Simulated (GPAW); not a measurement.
NbP in GPAW: the effect of functional

The system is NbP, a slab with vacuum.

```
Nb P
1.0
     3.34985    0.00000    0.00000
     0.00000    3.34985    0.00000
     0.00000    0.00000   24.56149
Nb P
4 4
Cartesian
  1.6749 1.6749 7.5000
  0.0000 1.6749 10.3701
  0.0000 0.0000 13.2401
  1.6749 0.0000 16.1102
  0.0000 0.0000 8.4513
  1.6749 0.0000 11.3214
  1.6749 1.6749 14.1914
  0.0000 1.6749 17.0615
```

The cell isn't the ideal one: the (0 0 1) slab of NbP, cut from the database cell, not relaxed.

Alike in all runs:

- Program: GPAW 26.7.0
- Task: single point
- Cutoff: 450 eV
- Basis: pw
- k mesh: 8 × 8 × 1
- Occupations: fermi-dirac, width 0.05 eV
- Spin: no spin polarisation

One run gave: largest force 1.11 eV/Å; work function 5.32 eV. Which functional did it use?
A. BEEF-vdW
B. PBE
C. vdW-DF-cx
D. PBEsol
E. RPBE

B.

```csv
functional,potentials or basis,largest force (eV/Å),work function (eV)
LDA,the program's PAW data sets (release 1.2.1) made for this functional,1.61,5.53
PBE,GPAW PAW data sets (gpaw-data 1.2.1),1.11,5.32
PBEsol,PAW data sets generated in the run's folder for this functional,1.40,5.37
RPBE,the program's PAW data sets (release 1.2.1) made for this functional,0.95,5.24
vdW-DF-cx,GPAW PAW data sets (gpaw-data 1.2.1),1.15,5.46
BEEF-vdW,GPAW PAW data sets (gpaw-data 1.2.1),1.03,5.62
revPBE,the program's PAW data sets (release 1.2.1) made for this functional,0.99,5.24
WC,PAW data sets generated in the run's folder for this functional,1.35,5.36
```

Caveats: the PAW data sets were made with another functional, which shifts forces and pressure a little (some runs).
